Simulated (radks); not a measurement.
# Ti⁺ in [Ar] 3d2 5s1: an all-electron calculation

Aim: the levels, the sizes of the orbitals and the parts of the energy of the titanium ion Ti+.

The numbers are computed with radks (a radial shooting solver on a logarithmic mesh, Libxc functionals) version 1 (non-relativistic Kohn-Sham, TPSS, spin-unpolarised, spherical densities, point nucleus), except any that are marked as measured or tabulated.

### 1 The atom as given

```
element       : titanium (Z = 22)
charge        : +1
electrons     : 21
configuration : [Ar] 3d2 5s1
```

Outer shells as boxes (Hund's rule):

Ti⁺
```
[Ar] core
3d [↑ ][↑ ][  ][  ][  ]
5s [↑ ]
```

### 2 Self-consistent calculation

Settings of this run:

```text
Z 22
configuration [Ar] 3d2 5s1 4s0 4p0 4d0 4f0
relativity non-relativistic
functional tpss,tpss
spin unpolarised
nucleus point
```

What does the calculation give?

The runs gave:

| quantity | value |
| --- | --- |
| total energy | -848.79880 hartree |
| exchange-correlation share of it | 4.91 % |
| −T/E | 0.9991 |
| highest occupied level | 5s, -4.785 eV |
| most extended occupied level | 5s, <r> = 6.99 bohr |
| radius at density 0.001 e/bohr³ | 3.21 bohr |
| maxima of the radial density | 4 |

What this shows: 4 principal shells are occupied and 4 maxima appear in the radial density. −T/E = 0.9991, near the virial value of 1. This is not the tabulated ground configuration, so its levels and sizes aren't those of the ground state, and no measured value stands beside it.
